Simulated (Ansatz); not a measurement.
**ClFH3OSi2 radical: up Jacob's ladder to CCSD(T)**

An exercise on one series of results from a longer session: the logs are not shown, and one member is left open.

Method: functionals in def2-TZVPP, the program's frozen cores in correlated methods; program: Ansatz 0.2.0, Gaussian basis.

Plan: LDA (SPW92), PBE-D4, revPBE-D4, BLYP-D4, r2SCAN-D4, B97M-V, PBE0-D4, B3LYP-D4, r2SCANh-D4, r2SCAN0-D4, HSE06-D4, BHLYP-D4, CAM-B3LYP-D4, LC-ωPBE, ωB97X-V, ωB97M-V, B2PLYP, PBE-QIDH; CCSD(T)/def2-SVP; CCSD(T)/def2-TZVPP; MP2/def2-QZVPP; extrapolation to the limit; RPA on PBE.

## The relaxed structure

An earlier PBE0-D4 in a triple-zeta def2 set relaxation fixed the geometry.

SMILES `F[Si](Cl)O[SiH3]`, 8 atoms, charge 0, spin multiplicity 2.

Atoms are counted from 1 here; the program's logs count them from 0.

Bond lengths: F1–Si2 1.595 Å, Si2–Cl3 2.047 Å, Si2–O4 1.609 Å, O4–Si5 1.649 Å, Si5–H6 1.483 Å, Si5–H7 1.482 Å, Si5–H8 1.481 Å. Angles: F1–Si2–Cl3 107.7°, F1–Si2–O4 109.0°, Cl3–Si2–O4 109.5°, Si2–O4–Si5 150.3°, O4–Si5–H6 109.6°, O4–Si5–H7 109.3°, O4–Si5–H8 107.6°, H6–Si5–H7 109.9°, H6–Si5–H8 110.1°, H7–Si5–H8 110.3°.

Set-up of the first run:

in.yaml reads:

```yaml
crystal:
  periodic: [false, false, false]
  atoms:
    - {symbol: F, position_ang: [-1.121324, 1.008719, -1.921490]}
    - {symbol: Si, position_ang: [-1.302592, -0.398647, -1.193575]}
    - {symbol: Cl, position_ang: [-0.844233, -1.863547, -2.547729]}
    - {symbol: O, position_ang: [-0.285380, -0.478872, 0.050638]}
    - {symbol: Si, position_ang: [0.697592, 0.262725, 1.147587]}
    - {symbol: H, position_ang: [0.004888, 1.444701, 1.716436]}
    - {symbol: H, position_ang: [1.949421, 0.685613, 0.475405]}
    - {symbol: H, position_ang: [0.993829, -0.717792, 2.216930]}
basis:
  gaussian: {orbitals: def2-TZVPP}
magnetization: {spin_polarized: true, initial_magnetization: 1}
hamiltonian: {xc: lda}
output: {orbitals: {seedname: orbitals}}
```

On the command line:

```sh
$ ansatz run in.yaml --threads 4 --pin off --events-out ev --progress --plain --max-ram 10444MiB
```

Among the steps run: LDA; PBE-D4 (GGA); revPBE-D4 (GGA); BLYP-D4 (GGA); r2SCAN-D4 (meta-GGA); B97M-V (meta-GGA); B3LYP-D4 (hybrid); r2SCANh-D4 (hybrid); r2SCAN0-D4 (hybrid); HSE06-D4 (hybrid); BHLYP-D4 (hybrid); CAM-B3LYP-D4 (range-separated); LC-ωPBE (range-separated); ωB97X-V (range-separated); ωB97M-V (range-separated); B2PLYP (double hybrid); PBE-QIDH (double hybrid).

One table of the session follows, with a row left open; its other results are not shown here.

It belongs to the step «Orbital energies across the functionals». 

```
  functional  HOMO (eV)  LUMO (eV)  gap (eV)
 LDA (SPW92)      -5.65      -4.29      1.36
      PBE-D4      -5.65      -3.80      1.85
   revPBE-D4      -5.62      -3.62      2.01
     BLYP-D4      -5.45      -3.86      1.59
   r2SCAN-D4      -6.05      -3.26      2.79
      B97M-V          ?          ?         ?
     PBE0-D4      -6.92      -2.85      4.07
    B3LYP-D4      -6.63      -3.29      3.34
  r2SCANh-D4      -6.52      -2.97      3.55
  r2SCAN0-D4      -7.21      -2.53      4.68
    HSE06-D4      -6.52      -3.24      3.29
    BHLYP-D4      -8.03      -2.07      5.96
CAM-B3LYP-D4      -8.18      -2.01      6.18
     LC-ωPBE      -9.62      -0.47      9.15
     ωB97X-V      -9.10      -1.12      7.98
     ωB97M-V      -8.70      -1.29      7.41
```

Q: Estimate the row for B97M-V from the others.

The run gave: HOMO (eV): -5.74; LUMO (eV): -4.04; gap (eV): 1.70. In the column «HOMO (eV)» it lies between r2SCAN-D4 (-6.05) and LDA (SPW92) (-5.65).
